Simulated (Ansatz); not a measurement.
# ZrBiN: the cost of one run

Computed with Ansatz 0.2.0 (DFT r2SCAN, scalar-relativistic, plane waves, PAW, unless a step's input says otherwise).

## 1. The structure to begin with

It takes space group P4/nmm (No. 129, tetragonal). The conventional cell has a = 3.836 Å, b = 3.836 Å, c = 6.750 Å, α = 90.00°, β = 90.00°, γ = 90.00°. Zr (site symmetry 4mm) is surrounded by 4 N at 2.37 Å. Around Bi (site symmetry 4mm) lie 5 Zr at 2.89 to 2.99 Å and 4 N at 3.05 Å. N (site symmetry -4m2) has 4 Zr at 2.37 Å and 4 Bi at 3.05 Å as nearest neighbours.

Structure file:

```xyz
6
Lattice="3.8355 0.0000 0.0000 0.0000 3.8355 0.0000 0.0000 0.0000 6.7500" Properties=species:S:1:pos:R:3 pbc="T T T"
Zr    1.9178    0.0000    1.3871
Zr    0.0000    1.9178    5.3629
Bi    1.9178    0.0000    4.3774
Bi    0.0000    1.9178    2.3726
N     0.0000    0.0000    0.0000
N     1.9178    1.9178    0.0000
```

(A quick probe on a coarse mesh, which set the mesh and smearing, is not shown.)

## 3. A loose first relaxation

Contents of input.yaml:

```yaml
crystal:
  lattice:
    - [3.8355219064, 0.0, 0.0]
    - [0.0, 3.8355219064, 0.0]
    - [0.0, 0.0, 6.7500403059]
  atoms:
    - { symbol: Zr, position: [0.5, 0.0, 0.2055] }
    - { symbol: Zr, position: [0.0, 0.5, 0.7945] }
    - { symbol: Bi, position: [0.5, 0.0, 0.6485] }
    - { symbol: Bi, position: [0.0, 0.5, 0.3515] }
    - { symbol: "N", position: [0.0, 0.0, 0.0] }
    - { symbol: "N", position: [0.5, 0.5, 0.0] }
basis:
  ecutwfc: 500
kpoints:
  mp_grid: { grid: [4, 4, 4] }
hamiltonian:
  xc: r2scan
scf:
  occupations: { method: gaussian, width: 0.1 }
  lower_state_search: "off"
output:
  forces: true
  stress: true
  eigenvalues: true
relax:
  adjacent_minimum: "off"
  f_tol: 0.04
  max_steps: 70
  cell: { stress_tol: 0.4 }
```

The run is started by

```bash
$ ansatz run input.yaml --threads 1 --pin off --max-ram 2560MiB --backend cpu --events-out ev --progress --plain --runs-dir out
```

What time and memory should one allow on 1 thread of Arm Neoverse V2, shared host?

About 2.8 min, with a peak of 0.64 GiB.
